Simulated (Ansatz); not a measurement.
CsLiCr2Te2S3:

```
Cs Li Cr Te S
1.0
     3.42162   -5.18069    0.00784
     3.42162    5.18069    0.00784
    -2.90411    0.00000    7.43093
Cs Li Cr Te S
1 1 2 2 3
Direct
  0.09374 0.09374 0.00853
  0.58875 0.58875 0.55336
  0.05646 0.46755 0.55790
  0.46755 0.05646 0.55790
  0.56486 0.87357 0.29035
  0.87357 0.56486 0.29035
  0.81151 0.39697 0.73347
  0.39697 0.81151 0.73347
  0.21404 0.21404 0.48371
```

The cell was built by a generator and needn't be a form met in nature.

Base run:

- Program: Ansatz 0.2.0
- Functional: LDA
- Potentials or basis: all-electron LAPW, scalar-relativistic
- Cutoff: 292 eV (chosen from the basis error)
- Basis error allowed: 0.002 eV/atom
- k mesh: 4 × 4 × 3
- Occupations: fermi-dirac, width 0.05 eV
- Spin: collinear spin, ferromagnetic start
- Starting moments: [0.0, 0.0, 3.0, 3.0, 0.0, 0.0, 0.0, 0.0, 0.0] μB

Its results: pressure -3.8 GPa; net moment 4.00 μB per cell; site moments Cs -0.00; Li +0.00; Cr +2.09; Te -0.13; S -0.04 μB; largest force 0.566 eV/Å.

Q: After a change of settings the same cell gave: pressure -2.1 GPa; net moment 4.01 μB per cell; site moments Cs -0.00; Li +0.00; Cr +2.20; Te -0.17; S -0.06, -0.05 μB; largest force 0.290 eV/Å. Which change was it?
A. functional from LDA to RPBE
B. functional from LDA to revPBE
C. functional from LDA to PBEsol

A: C.

PBEsol binds less tightly than LDA, so the same cell stands under more pressure.

Caveats: the k mesh is thin for a metal, which can move the energy by tens of meV per atom; only a ferromagnetic start was run, and an antiferromagnetic order may lie lower in energy.

Runs at the PBE level aren't shown here.
